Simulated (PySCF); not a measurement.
# C3H4AlN: the cost of one run

Programs: PySCF 2.14.0, with density-fitted response routines of our own. Each step states its level of theory. These are calculated values for one molecule in the gas phase, unless marked as measured. Atoms count from 0, in the outputs and in this text.

### Step 1. The starting structure

9 atoms, charge 0, multiplicity 1; geometry from: GFN2-xTB. The atoms were then displaced at random by about 0.01 Å, so the start is not that level's minimum.

Bonds of the start (Å): C0–C1 1.19, C1–Al2 1.94, Al2–N3 2.04, N3–C4 1.11, C0–H5 1.07, Al2–H6 1.59, Al2–H7 1.58, C4–H8 1.05.

### Step 2. Optimising the geometry at PBE0-D3(BJ)/def2-SVP

What the job is given:

```
{"job": {"xc": "PBE0", "basis": "def2-SVP", "d3": "d3bj", "grid": 1, "shake": 0.01, "kind": "geom"}, "charge": 0, "multiplicity": 1}
C     -2.852370    -0.079010    -0.086840
C     -1.717270     0.268800     0.030200
Al     0.106240     0.891080     0.249960
N      1.305090    -0.691800    -0.207240
C      2.288610    -1.202710    -0.307220
H     -3.885610    -0.341270    -0.203700
H      0.759820     1.007840     1.691960
H      0.822770     1.798650    -0.833580
H      3.230530    -1.668750    -0.367270
```

On the command line:

```
> OMP_NUM_THREADS=1 python probes_run.py task.json out
```

One launch serves the whole session: the jobs run in the order shown.

Q: Estimate the wall time and peak memory of this first job on 1 thread of Arm Neoverse V1, shared host.

About 25 s, with a peak of 0.38 GiB.
